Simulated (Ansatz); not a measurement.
**AlF3 (SMILES F[Al](F)F) at BLYP/6-311+G(d,p)**

What is the energy change on altering one bond length of AlF3 at BLYP/6-311+G**? 

The results are computed with Ansatz 0.2.0.

39 further runs of the same task are left out: 39 set aside as unsound or not needed.

### Step 1. Starting point

The species is AlF3 (4 atoms), meant as a singlet with charge 0. SMILES: `F[Al](F)F`. Geometry: relaxed at PBE0-D4/def2-TZVP.

Bond lengths: F1–Al2 1.629 Å, Al2–F3 1.629 Å, Al2–F4 1.629 Å. Angles: F1–Al2–F3 120.0°, F1–Al2–F4 120.0°, F3–Al2–F4 120.0°.

### Step 2. A single-point energy at BLYP/6-311+G(d,p)

File in.yaml:

```yaml
crystal:
  periodic: [false, false, false]
  atoms:
    - {symbol: F, position_ang: [0.859410, -0.722590, 1.180170]}
    - {symbol: Al, position_ang: [-0.000000, -0.000010, -0.000000]}
    - {symbol: F, position_ang: [-1.440740, -0.612530, -0.450110]}
    - {symbol: F, position_ang: [0.581330, 1.335130, -0.730040]}
basis:
  gaussian: {orbitals: 6-311+G_st__st_-spherical.json}
hamiltonian: {xc: {name: BLYP}}
accuracy: high
output: {orbitals: {seedname: orbitals}}
```

The basis set 6-311+G** is read from a file made from the Basis Set Exchange's data (not shown).

Run with:

```console
$ ansatz run in.yaml --threads 1 --pin off --max-ram 3480MiB --events-out events.jsonl --progress --plain --runs-dir runs
```

Standard output:

```text
Warning: RAYON_NUM_THREADS=1 ignored (pool sized by the plan → 1); use --threads N
Functional definition: BLYP
  name "BLYP"
  parameter beta = 0.0042
  parameter a = 0.04918
  parameter b = 0.132
  parameter c = 0.2533
  parameter d = 0.349
  exchange = b88_x(beta = beta)
  correlation = lyp_c(a = a, b = b, c = c, d = d)
1643 factors; integrals over basis functions are off by at most 4.1e-9 eV
mean field evaluation 1: about -14747.7569 eV, gradient 7.7e1 eV
mean field evaluation 2: about -14706.7655 eV, gradient 1.8e2 eV
mean field evaluation 4: about -14755.9095 eV, gradient 1.8e0 eV
mean field evaluation 8: about -14755.9157 eV, gradient 6.1e-2 eV
mean field evaluation 16: about -14755.9157 eV, gradient 3.6e-7 eV
mean field -14755.91574718 eV, -542.2699017901 hartree, gradient 1.5e-8 eV, S^2 0.000000; 0 other end points of the search recorded, 0 dependent functions left out
reference -14755.91580894 eV, -542.2699040594 hartree; 20, 20 occupied and 76, 76 virtual orbitals, 1643 factors
Total energy: -14755.91580894 eV, -542.2699040594 hartree
```

Run time: 3.6 s. Hardware: 1 thread of Arm Neoverse V2, shared host; peak memory 0.2 GiB.

### Step 3. The distorted shape at the same level

File job.yaml:

```yaml
crystal:
  periodic: [false, false, false]
  atoms:
    - {symbol: F, position_ang: [1.579744, -0.416345, 1.405214]}
    - {symbol: Al, position_ang: [0.720334, 0.306235, 0.225044]}
    - {symbol: F, position_ang: [-1.440740, -0.612530, -0.450110]}
    - {symbol: F, position_ang: [1.301664, 1.641375, -0.504996]}
basis:
  gaussian: {orbitals: 6-311+G_st__st_-spherical.json}
accuracy: high
hamiltonian: {xc: {name: BLYP}}
output: {orbitals: {seedname: orbitals}}
```

The basis set 6-311+G** is read from a file made from the Basis Set Exchange's data (not shown).

Run with:

```console
$ ansatz run job.yaml --threads 1 --pin off --max-ram 3480MiB --events-out events.jsonl --progress --plain --runs-dir runs
```

Standard output (excerpt; [...] marks lines left out):

```text
Warning: RAYON_NUM_THREADS=1 ignored (pool sized by the plan → 1); use --threads N
[... 9 set-up lines as earlier in the session ...]
1626 factors; integrals over basis functions are off by at most 8.9e-9 eV
mean field evaluation 1: about -14743.1327 eV, gradient 8.1e1 eV
mean field evaluation 2: about -14510.9139 eV, gradient 2.6e2 eV
mean field evaluation 4: about -14753.0657 eV, gradient 8.0e0 eV
mean field evaluation 8: about -14753.2940 eV, gradient 4.1e-1 eV
mean field evaluation 16: about -14753.2946 eV, gradient 4.3e-5 eV
mean field -14753.29460592 eV, -542.1735766253 hartree, gradient 1.5e-8 eV, S^2 0.000000; 0 other end points of the search recorded, 0 dependent functions left out
reference -14753.29466786 eV, -542.1735789017 hartree; 20, 20 occupied and 76, 76 virtual orbitals, 1626 factors
Total energy: -14753.29466786 eV, -542.1735789017 hartree
```

It took 3.6 s on 1 thread of Arm Neoverse V2, shared host; peak memory 0.19 GiB.

### Step 4. Outcome

At BLYP/6-311+G**:

| quantity | value |
| --- | --- |
| first shape: total energy | -542.26990 Eh |
| first shape: HOMO energy | -9.75 eV |
| first shape: LUMO energy | -2.67 eV |
| first shape: HOMO–LUMO gap | 7.07 eV |
| distorted shape: total energy | -542.17358 Eh |
| distorted shape: HOMO energy | -7.64 eV |
| distorted shape: LUMO energy | -4.86 eV |
| distorted shape: HOMO–LUMO gap | 2.78 eV |
| energy change with the Al2–F3 bond stretched from 1.629 to 2.443 Å | 2.621 eV |

**Reading.** With the Al2–F3 bond stretched from 1.629 to 2.443 Å the energy rises by 2.62 eV (253 kJ/mol). The first shape isn't relaxed at this level, so the change isn't measured from a minimum.
